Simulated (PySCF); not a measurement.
**AlCl₃: electronic structure in real space**

Aim: take AlCl₃ and see where an electron leaves and enters, localise its valence orbitals, measure its response to a uniform field and compute its lowest excited states.

The runs use PySCF 2.14.0; levels as typed in each script, gas phase, geometry from GFN2-xTB.

1 further run of the same task is left out (it didn't finish).

**1. Where the work starts**

4 atoms, charge 0, spin multiplicity 1.

Bond lengths: Cl1–Al2 2.030 Å, Al2–Cl3 2.030 Å, Al2–Cl4 2.030 Å. Angles: Cl1–Al2–Cl3 120.0°, Cl1–Al2–Cl4 120.0°, Cl3–Al2–Cl4 120.0°.

As a file:

```xyz
4
charge 0, multiplicity 1
Cl    1.01507    1.75789    0.00000
Al   -0.00019    0.00000    0.00000
Cl    1.01492   -1.75798    0.00000
Cl   -2.02984    0.00009    0.00000
```

**2. Removing and adding an electron (BLYP/6-31+g*)**

input.py

```python
import numpy as np
from pyscf import gto, scf, dft
from pyscf.scf import atom_ks, atom_hf
from scipy.linalg import block_diag

def solve(mol, dm0=None, hcore=None):
    mf = (dft.UKS if mol.spin else dft.RKS)(mol, xc='blyp')
    mf.grids.level = 3
    mf = mf.density_fit(auxbasis='def2-universal-jkfit')
    mf.conv_tol, mf.max_cycle = 1e-8, 80
    if hcore is not None:
        mf.get_hcore = lambda *args: hcore
    mf.kernel(dm0)
    if not mf.converged:
        mf = mf.newton().run(mf.mo_coeff, mf.mo_occ, max_cycle=30)
    assert mf.converged, 'SCF not converged'
    return mf

mol = gto.M(atom='''
Cl     1.01507     1.75789     0.00000
Al    -0.00019     0.00000     0.00000
Cl     1.01492    -1.75798     0.00000
Cl    -2.02984     0.00009     0.00000
''', basis='6-31+g*', charge=0, spin=0, verbose=4)
mf = solve(mol)
out = dict(e0=mf.e_tot, dm0=mf.make_rdm1(), c=mf.mo_coeff, occ=mf.mo_occ, eps=mf.mo_energy)
for name, dq, spin in [('cation', 1, 1), ('anion', -1, 1)]:
    ion = mol.copy().set(charge=mol.charge + dq, spin=spin).build()
    mi = solve(ion)
    if spin and dq > 0 and mol.nao < 130:
        c, _, stable, _ = mi.stability(return_status=True)
        if not stable:
            mi = solve(ion, mi.make_rdm1(c, mi.mo_occ))
    print(name, 'vertical energy change / eV', (mi.e_tot - mf.e_tot) * 27.211386)
    out.update({'e_' + name: mi.e_tot, 'dm_' + name: mi.make_rdm1(), 's2_' + name: mi.spin_square()[0], 'eps_' + name: mi.mo_energy, 'occ_' + name: mi.mo_occ})
# spherically averaged free atoms, for the promolecule
atm = atom_ks.get_atm_nrks(mol, xc='blyp')
pro = block_diag(*[(atm[a[0]][2] * atm[a[0]][3]) @ atm[a[0]][2].T for a in mol._atom])
np.savez('result.npz', pro=pro, **out)
```

Run with:

```console
OMP_NUM_THREADS=1 python input.py
```

**4. Localised orbitals (B3LYP/def2-svpd)**

input.py

```python
import numpy as np
from pyscf import gto, scf, dft, lo
from pyscf.data.elements import chemcore

def solve(mol, dm0=None, hcore=None):
    mf = (dft.UKS if mol.spin else dft.RKS)(mol, xc='b3lyp')
    mf.grids.level = 3
    mf = mf.density_fit(auxbasis='def2-universal-jkfit')
    mf.conv_tol, mf.max_cycle = 1e-8, 80
    if hcore is not None:
        mf.get_hcore = lambda *args: hcore
    mf.kernel(dm0)
    if not mf.converged:
        mf = mf.newton().run(mf.mo_coeff, mf.mo_occ, max_cycle=30)
    assert mf.converged, 'SCF not converged'
    return mf

mol = gto.M(atom='''
Cl     1.01507     1.75789     0.00000
Al    -0.00019     0.00000     0.00000
Cl     1.01492    -1.75798     0.00000
Cl    -2.02984     0.00009     0.00000
''', basis='def2-svpd', charge=0, spin=0, verbose=4)
mf = solve(mol)
occ_all = mf.mo_coeff[:, mf.mo_occ > 0]
occ = occ_all[:, chemcore(mol):]
loc = lo.ibo.ibo(mol, occ, iaos=lo.iao.iao(mol, occ_all))
fock, s = mf.get_fock(), mf.get_ovlp()
ortho = lo.orth_ao(mol, 'meta_lowdin')
ortho = lo.vec_lowdin(lo.iao.iao(mol, occ_all), s)
labels = lo.iao.reference_mol(mol).ao_labels(fmt=None)
vir = lo.vvo.livvo(mol, occ_all, mf.mo_coeff[:, mf.mo_occ == 0])
both = np.hstack([loc, vir])
p = (ortho.T @ s @ both) ** 2
pop = np.array([p[[l[0] == a for l in labels]].sum(0) for a in range(mol.natm)])
spd = np.array([[p[[l[0] == a and l[2][-1] == k for l in labels]].sum(0) for k in 'spd'] for a in range(mol.natm)])
eps = np.einsum('pi,pq,qi->i', both, fock, both)
for i in np.argsort(eps):
    top = np.argsort(-pop[:, i])[:3]
    print('%3d %s %9.4f Eh ' % (i + 1, 'occ' if i < loc.shape[1] else 'vir', eps[i]), '  '.join('%s%d %.3f' % (mol.atom_symbol(a), a + 1, pop[a, i]) for a in top))
np.savez('result.npz', c=both, nocc=loc.shape[1], pop=pop, spd=spd, eps=eps, e=mf.e_tot)
```

**6. Response to an electric field (HF/def2-svpd)**

input.py

```python
import numpy as np
from pyscf import gto, scf, dft
from pyscf.scf import atom_ks, atom_hf
from scipy.linalg import block_diag

def solve(mol, dm0=None, hcore=None):
    mf = scf.UHF(mol) if mol.spin else scf.RHF(mol)
    mf = mf.density_fit(auxbasis='def2-universal-jkfit')
    mf.conv_tol, mf.max_cycle = 1e-8, 80
    if hcore is not None:
        mf.get_hcore = lambda *args: hcore
    mf.kernel(dm0)
    if not mf.converged:
        mf = mf.newton().run(mf.mo_coeff, mf.mo_occ, max_cycle=30)
    assert mf.converged, 'SCF not converged'
    return mf

mol = gto.M(atom='''
Cl     1.01507     1.75789     0.00000
Al    -0.00019     0.00000     0.00000
Cl     1.01492    -1.75798     0.00000
Cl    -2.02984     0.00009     0.00000
''', basis='def2-svpd', charge=0, spin=0, verbose=4)
field = np.array([0.004, 0.0, 0.0])  # atomic units
mol.set_common_orig(mol.atom_charges() @ mol.atom_coords() / mol.atom_charges().sum())
mf = solve(mol)
out = dict(dm0=mf.make_rdm1(), d0=mf.dip_moment(unit='AU'), e0=mf.e_tot)
for name, sign in (('p', 1), ('m', -1)):
    h = mf.get_hcore() + sign * np.einsum('x,xij->ij', field, mol.intor('int1e_r'))
    mi = solve(mol, mf.make_rdm1(), h)
    out.update({'dm' + name: mi.make_rdm1(), 'd' + name: mi.dip_moment(unit='AU'), 'e' + name: mi.e_tot})
# spherically averaged free atoms, for the promolecule
atm = scf.atom_hf.get_atm_nrhf(mol)
pro = block_diag(*[(atm[a[0]][2] * atm[a[0]][3]) @ atm[a[0]][2].T for a in mol._atom])
np.savez('result.npz', pro=pro, **out)
```

**8. Excited states (CAM-B3LYP/6-31+g*)**

input.py

```python
import numpy as np
from pyscf import gto, scf, dft, tdscf
from pyscf.scf import atom_ks, atom_hf
from scipy.linalg import block_diag

def solve(mol, dm0=None, hcore=None):
    mf = (dft.UKS if mol.spin else dft.RKS)(mol, xc='camb3lyp')
    mf.grids.level = 3
    mf = mf.density_fit(auxbasis='def2-universal-jkfit')
    mf.conv_tol, mf.max_cycle = 1e-8, 80
    if hcore is not None:
        mf.get_hcore = lambda *args: hcore
    mf.kernel(dm0)
    if not mf.converged:
        mf = mf.newton().run(mf.mo_coeff, mf.mo_occ, max_cycle=30)
    assert mf.converged, 'SCF not converged'
    return mf

mol = gto.M(atom='''
Cl     1.01507     1.75789     0.00000
Al    -0.00019     0.00000     0.00000
Cl     1.01492    -1.75798     0.00000
Cl    -2.02984     0.00009     0.00000
''', basis='6-31+g*', charge=0, spin=0, verbose=4)
mf = solve(mol)
td = mf.TDA()
td.nstates, td.singlet, td.conv_tol = 4, True, 1e-5
td.kernel()
td.analyze()
x, y = np.array([p[0] for p in td.xy]), np.array([p[1] + 0 * p[0] for p in td.xy])
f, mu = td.oscillator_strength(), td.transition_dipole()
nto = [td.get_nto(state=i + 1, verbose=4) for i in range(len(td.e))]
# spherically averaged free atoms, for the promolecule
atm = atom_ks.get_atm_nrks(mol, xc='camb3lyp')
pro = block_diag(*[(atm[a[0]][2] * atm[a[0]][3]) @ atm[a[0]][2].T for a in mol._atom])
np.savez('result.npz', e=td.e, f=f, ok=td.converged, w=[n[0] for n in nto], nto=[n[1] for n in nto], x=x, y=y, c=mf.mo_coeff, occ=mf.mo_occ, eps=mf.mo_energy, pro=pro, mu=mu)
```

(Steps that only read results are left out.)

What does the calculation give? Wanted: vertical ionisation energy; vertical electron affinity; polarisability along the field; lowest singlet excitation.

The runs gave:

```
                                                  quantity       value
                 vertical ionisation energy (BLYP/6-31+g*)    10.75 eV
                 vertical electron affinity (BLYP/6-31+g*)     0.08 eV
localised occupied orbitals above −45 eV (B3LYP/def2-svpd)          12
             polarisability along the field (HF/def2-svpd)  60.1 bohr³
             lowest singlet excitation (CAM-B3LYP/6-31+g*)     6.94 eV
```

What this shows: The ionisation energy from two SCF runs, 10.75 eV, lies 2.9 eV above −ε(HOMO) = 7.85 eV of the same level, BLYP/6-31+g*, since self-interaction lifts this functional's HOMO. All values hold at the given geometry, in the gas phase.
